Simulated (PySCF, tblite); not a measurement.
# Si₄N₂H₁₂: a rotation path, then NMR shifts on frames, part 2 of 2

tblite 0.8.0 and PySCF 2.14.0. Atoms count from 0.

## 5. NMR shieldings: image 3, PBE0/pcSseg-1

What the job is given:

```
{"job": {"kind": "nmr", "xc": "PBE0", "basis": "pcSseg-1", "pop": false}, "charge": 0, "multiplicity": 1}
Si     3.129500    -0.277000     0.365400
N      1.614400     0.040000    -0.401500
Si     0.219400    -0.968500    -0.485700
N     -1.218700     0.020100    -0.523600
Si    -2.591200    -0.474100     0.427500
Si    -1.225400     1.502100    -1.433400
H      3.718400    -1.506300    -0.174700
H      2.937100    -0.428400     1.809500
H      3.967500     0.886600     0.069400
H      1.567400     0.882500    -0.946600
H      0.216700    -1.779000     0.728000
H      0.247900    -1.803000    -1.697500
H     -2.599500    -1.934900     0.491900
H     -3.806300    -0.002500    -0.236000
H     -2.486200     0.099800     1.773100
H     -2.523200     2.136100    -1.221400
H     -1.005500     1.199700    -2.851900
H     -0.171000     2.413300    -0.969000
```

Method: GIAO PBE0/pcSseg-1 NMR shielding, non-relativistic, gas phase.

Output:

```text
coarse grid: 16064 points
cycle   1  E = -1273.9924235407  dE =  2.246e-01  |g| = 6.091e-01  |ddm| = 3.820e+00
cycle   2  E = -1273.8935175520  dE =  9.891e-02  |g| = 8.926e-01  |ddm| = 1.283e+00
cycle   3  E = -1274.0666041447  dE = -1.731e-01  |g| = 7.215e-02  |ddm| = 8.927e-01
cycle   4  E = -1274.0677156830  dE = -1.112e-03  |g| = 2.814e-02  |ddm| = 1.059e-01
cycle   5  E = -1274.0678544806  dE = -1.388e-04  |g| = 1.282e-02  |ddm| = 3.437e-02
cycle   6  E = -1274.0678887980  dE = -3.432e-05  |g| = 1.052e-03  |ddm| = 1.161e-02
cycle   7  E = -1274.0678890613  dE = -2.634e-07  |g| = 2.942e-04  |ddm| = 1.542e-03
final grid: 134152 points
cycle   8  E = -1274.0948048762  dE = -1.402e-05  |g| = 6.476e-03  |ddm| = 1.843e-02
cycle   9  E = -1274.0947928960  dE =  1.198e-05  |g| = 9.878e-03  |ddm| = 1.337e-02
cycle  10  E = -1274.0948134425  dE = -2.055e-05  |g| = 4.147e-04  |ddm| = 8.364e-03
cycle  11  E = -1274.0948134657  dE = -2.319e-08  |g| = 2.186e-04  |ddm| = 5.507e-04
cycle  12  E = -1274.0948134756  dE = -9.891e-09  |g| = 4.519e-05  |ddm| = 2.058e-04
cycle  13  E = -1274.0948134760  dE = -4.147e-10  |g| = 1.263e-05  |ddm| = 5.326e-05
converged SCF energy = -1274.0948134760

GIAO shielding tensors (ppm)
atom      isotropic    diamagn.    paramagn.     s11        s22        s33       span
  0 Si     408.792     879.567    -470.775    364.170    394.916    467.291    103.122
  1 N      257.378     328.895     -71.517    234.353    264.023    273.759     39.405
  2 Si     379.475     882.853    -503.378    349.825    375.886    412.713     62.888
  3 N      273.283     334.123     -60.840    245.861    274.809    299.179     53.318
  4 Si     397.985     880.233    -482.248    351.493    378.362    464.101    112.608
  5 Si     404.284     881.221    -476.937    368.679    370.789    473.384    104.705
  6 H       26.898      28.219      -1.322     22.938     25.149     32.606      9.668
  7 H       26.877      29.482      -2.605     22.918     25.613     32.098      9.180
  8 H       26.935      28.433      -1.498     23.459     25.263     32.082      8.623
  9 H       31.600      35.931      -4.331     21.396     31.265     42.138     20.742
 10 H       26.776      32.679      -5.903     22.674     26.633     31.021      8.347
 11 H       26.454      30.753      -4.299     22.327     25.194     31.842      9.515
 12 H       26.943      29.423      -2.479     23.224     25.482     32.124      8.900
 13 H       26.953      29.246      -2.293     23.237     25.519     32.103      8.866
 14 H       26.850      29.997      -3.147     22.843     24.865     32.842      9.998
 15 H       26.959      30.077      -3.118     23.282     25.789     31.807      8.524
 16 H       26.990      29.839      -2.849     23.638     24.486     32.845      9.206
 17 H       26.956      31.543      -4.586     22.770     26.440     31.659      8.889
```

Wall time 43 s (1 thread of Arm Neoverse N1, shared host); peak memory 0.9 GiB.

In short: δ Si2 -30.3, Si4 -48.8, Si5 -55.1, Si0 -59.6, H11 5.26, H10 4.94 ppm.

## 6. NMR shieldings: image 5, PBE0/pcSseg-1

What the job is given:

```
{"job": {"kind": "nmr", "xc": "PBE0", "basis": "pcSseg-1", "pop": false}, "charge": 0, "multiplicity": 1}
Si     3.028200    -0.404000     0.601700
N      1.572500     0.091100    -0.189100
Si     0.276400    -0.892000    -0.765100
N     -1.217000     0.005400    -0.662500
Si    -2.328000    -0.308400     0.641000
Si    -1.423400     1.356800    -1.735400
H      3.739200    -1.380700    -0.228800
H      2.710600    -1.011600     1.896600
H      3.818200     0.816100     0.777500
H      1.503200     1.067800    -0.418700
H      0.193700    -2.053400     0.112400
H      0.479500    -1.275300    -2.167800
H     -2.279900    -1.738100     0.943000
H     -3.668500     0.054600     0.179900
H     -1.962400     0.481800     1.822500
H     -2.669400     2.021500    -1.365400
H     -1.469400     0.864500    -3.114200
H     -0.312200     2.310200    -1.603800
```

Method: GIAO PBE0/pcSseg-1 NMR shielding, non-relativistic, gas phase.

Output:

```text
coarse grid: 16064 points
cycle   1  E = -1273.9937051063  dE =  2.179e-01  |g| = 6.089e-01  |ddm| = 3.815e+00
cycle   2  E = -1273.8941452176  dE =  9.956e-02  |g| = 8.938e-01  |ddm| = 1.297e+00
cycle   3  E = -1274.0679545078  dE = -1.738e-01  |g| = 7.198e-02  |ddm| = 8.995e-01
cycle   4  E = -1274.0690513108  dE = -1.097e-03  |g| = 2.875e-02  |ddm| = 1.026e-01
cycle   5  E = -1274.0691970154  dE = -1.457e-04  |g| = 1.299e-02  |ddm| = 3.455e-02
cycle   6  E = -1274.0692322534  dE = -3.524e-05  |g| = 9.862e-04  |ddm| = 1.206e-02
cycle   7  E = -1274.0692324881  dE = -2.347e-07  |g| = 2.733e-04  |ddm| = 1.492e-03
final grid: 134152 points
cycle   8  E = -1274.0963954393  dE = -1.335e-05  |g| = 6.269e-03  |ddm| = 1.704e-02
cycle   9  E = -1274.0963841272  dE =  1.131e-05  |g| = 9.584e-03  |ddm| = 1.320e-02
cycle  10  E = -1274.0964034907  dE = -1.936e-05  |g| = 4.032e-04  |ddm| = 8.157e-03
cycle  11  E = -1274.0964035107  dE = -2.000e-08  |g| = 2.226e-04  |ddm| = 5.123e-04
cycle  12  E = -1274.0964035211  dE = -1.038e-08  |g| = 4.608e-05  |ddm| = 2.179e-04
cycle  13  E = -1274.0964035215  dE = -4.331e-10  |g| = 1.127e-05  |ddm| = 5.084e-05
converged SCF energy = -1274.0964035215

GIAO shielding tensors (ppm)
atom      isotropic    diamagn.    paramagn.     s11        s22        s33       span
  0 Si     409.439     879.730    -470.290    364.561    396.350    467.407    102.847
  1 N      257.446     329.047     -71.601    224.271    264.448    283.619     59.348
  2 Si     375.194     882.809    -507.615    340.592    374.113    410.878     70.285
  3 N      260.940     333.656     -72.716    217.503    278.243    287.075     69.572
  4 Si     390.901     880.643    -489.742    333.807    372.102    466.795    132.988
  5 Si     400.841     880.764    -479.923    360.129    371.725    470.669    110.541
  6 H       26.937      28.323      -1.386     22.939     25.263     32.609      9.670
  7 H       26.891      29.533      -2.642     22.862     25.703     32.108      9.246
  8 H       26.974      28.604      -1.631     23.568     25.242     32.111      8.544
  9 H       31.559      36.342      -4.782     21.663     30.985     42.031     20.368
 10 H       26.722      32.452      -5.730     23.077     26.142     30.947      7.871
 11 H       26.473      30.861      -4.388     22.680     25.141     31.598      8.918
 12 H       26.826      30.086      -3.261     23.215     25.473     31.789      8.573
 13 H       26.867      29.616      -2.749     23.188     25.426     31.987      8.799
 14 H       26.729      30.592      -3.862     22.854     24.873     32.461      9.608
 15 H       26.939      29.790      -2.851     23.334     25.752     31.732      8.398
 16 H       26.895      29.246      -2.351     23.354     24.662     32.668      9.314
 17 H       27.012      30.858      -3.845     22.633     26.416     31.988      9.354
```

Run time: 43 s. Hardware: 1 thread of Arm Neoverse N1, shared host; peak memory 0.9 GiB.

This run: δ Si2 -26.0, Si4 -41.7, Si5 -51.7, Si0 -60.3, H11 5.24, H10 5.00 ppm.

## 7. NMR shieldings: image 8, PBE0/pcSseg-1

What the job is given:

```
{"job": {"kind": "nmr", "xc": "PBE0", "basis": "pcSseg-1", "pop": false}, "charge": 0, "multiplicity": 1}
Si     2.981300    -0.652500     0.738800
N      1.442600    -0.039000     0.248800
Si     0.361500    -0.699800    -0.922900
N     -1.164100     0.133100    -0.774000
Si    -1.957500     0.094500     0.772300
Si    -1.729700     1.119600    -2.089500
H      3.669900    -1.089900    -0.473000
H      2.848600    -1.781400     1.669300
H      3.670900     0.457800     1.399300
H      1.046300     0.671600     0.840700
H      0.130000    -2.127100    -0.674100
H      0.900700    -0.473100    -2.262300
H     -1.762500    -1.231400     1.358200
H     -3.374500     0.369600     0.550000
H     -1.399600     1.117500     1.671500
H     -3.123900     1.461000    -1.814000
H     -1.624000     0.333700    -3.319300
H     -0.924800     2.342000    -2.196200
```

With the program's defaults for keys left out, this is: GIAO PBE0/pcSseg-1 NMR shielding, non-relativistic, gas phase.

Output:

```text
coarse grid: 16064 points
cycle   1  E = -1273.9944640567  dE =  2.239e-01  |g| = 6.075e-01  |ddm| = 3.820e+00
cycle   2  E = -1273.8958707152  dE =  9.859e-02  |g| = 8.907e-01  |ddm| = 1.285e+00
cycle   3  E = -1274.0683986913  dE = -1.725e-01  |g| = 7.152e-02  |ddm| = 8.896e-01
cycle   4  E = -1274.0694955081  dE = -1.097e-03  |g| = 2.733e-02  |ddm| = 1.034e-01
cycle   5  E = -1274.0696245402  dE = -1.290e-04  |g| = 1.294e-02  |ddm| = 3.369e-02
cycle   6  E = -1274.0696595190  dE = -3.498e-05  |g| = 9.881e-04  |ddm| = 1.183e-02
cycle   7  E = -1274.0696597542  dE = -2.352e-07  |g| = 2.740e-04  |ddm| = 1.487e-03
final grid: 134152 points
cycle   8  E = -1274.0966283874  dE = -1.281e-05  |g| = 6.199e-03  |ddm| = 1.662e-02
cycle   9  E = -1274.0966172089  dE =  1.118e-05  |g| = 9.501e-03  |ddm| = 1.305e-02
cycle  10  E = -1274.0966362515  dE = -1.904e-05  |g| = 4.012e-04  |ddm| = 8.044e-03
cycle  11  E = -1274.0966362717  dE = -2.021e-08  |g| = 2.123e-04  |ddm| = 4.989e-04
cycle  12  E = -1274.0966362810  dE = -9.292e-09  |g| = 4.423e-05  |ddm| = 2.051e-04
cycle  13  E = -1274.0966362814  dE = -4.018e-10  |g| = 1.108e-05  |ddm| = 5.075e-05
converged SCF energy = -1274.0966362814

GIAO shielding tensors (ppm)
atom      isotropic    diamagn.    paramagn.     s11        s22        s33       span
  0 Si     410.657     879.717    -469.060    366.099    397.254    468.617    102.518
  1 N      260.287     329.478     -69.191    225.610    269.999    285.252     59.641
  2 Si     374.926     882.934    -508.008    351.266    363.490    410.021     58.756
  3 N      267.939     333.509     -65.571    230.581    278.040    295.194     64.613
  4 Si     396.330     881.511    -485.182    349.476    369.349    470.164    120.687
  5 Si     393.774     879.843    -486.069    345.191    369.107    467.023    121.832
  6 H       27.103      28.745      -1.643     23.482     25.686     32.141      8.659
  7 H       26.933      28.819      -1.885     22.836     25.369     32.595      9.759
  8 H       26.998      28.508      -1.510     23.400     25.211     32.381      8.981
  9 H       31.983      37.230      -5.247     22.386     31.388     42.176     19.791
 10 H       26.515      31.634      -5.119     22.836     25.261     31.449      8.613
 11 H       26.507      31.676      -5.169     22.743     25.617     31.161      8.418
 12 H       26.926      30.839      -3.912     23.663     25.286     31.829      8.166
 13 H       26.903      30.476      -3.573     23.305     25.466     31.938      8.633
 14 H       26.946      31.430      -4.483     23.078     25.378     32.383      9.305
 15 H       26.921      29.228      -2.307     23.414     25.669     31.680      8.265
 16 H       26.810      28.870      -2.060     22.958     25.084     32.387      9.428
 17 H       26.770      29.479      -2.709     22.804     25.076     32.429      9.624
```

Wall time 44 s (1 thread of Arm Neoverse N1, shared host); peak memory 0.9 GiB.

In short: δ Si2 -25.8, Si5 -44.6, Si4 -47.2, Si0 -61.5, H11 5.21, H10 5.20 ppm.

## 8. Run by run: NMR shifts

Shifts (ppm) of some atoms, chosen among heavy atoms and hydrogens apart, with basis size and wall time:

```
  frame   H14     H9    Si2    Si5    Si4    N1     N3  functions  time
image 0  4.68   0.22  -28.6  -53.5  -54.5   5.6   -7.1        190  43 s
image 1  4.71   0.02  -30.3  -54.2  -54.9   6.6  -10.2        190  42 s
image 3  4.87   0.12  -30.3  -55.1  -48.8  10.4   -5.6        190  43 s
image 5  4.99   0.16  -26.0  -51.7  -41.7  10.3    6.8        190  43 s
image 8  4.77  -0.27  -25.8  -44.6  -47.2   7.4   -0.2        190  44 s
```

## 9. Outcome

What follows sums up all 2 parts.

```
                                        quantity                                                                       value
                                         barrier                                          0.038 eV (0.9 kcal/mol) at image 3
                           end to end (GFN2-xTB)                                                                    0.003 eV
  1H shifts against TMS (PBE0/pcSseg-1, image 0)  5.35, 5.09, 4.93, 4.83, 4.79, 4.76, 4.72, 4.72, 4.69, 4.69, 4.68, 0.22 ppm
29Si shifts against TMS (PBE0/pcSseg-1, image 0)                                              -28.6, -53.5, -54.5, -59.2 ppm
 15N shifts against NH3 (PBE0/pcSseg-1, image 0)                                                               5.6, -7.1 ppm
                        range of the shift of N3                                                            -10.2 to 6.8 ppm
```

Along the band the dihedral turns by 130°, and the top (dihedral 39°) lies 0.9 kcal/mol above the start (GFN2-xTB, rough), so at room temperature this motion is fast. The top was not checked by a frequency run. Shifts at one fixed geometry are not the observed spectrum, which averages over the motion. Across the 5 runs the shift of N3 moves most, between -10.2 (image 1) and 6.8 ppm (image 5).
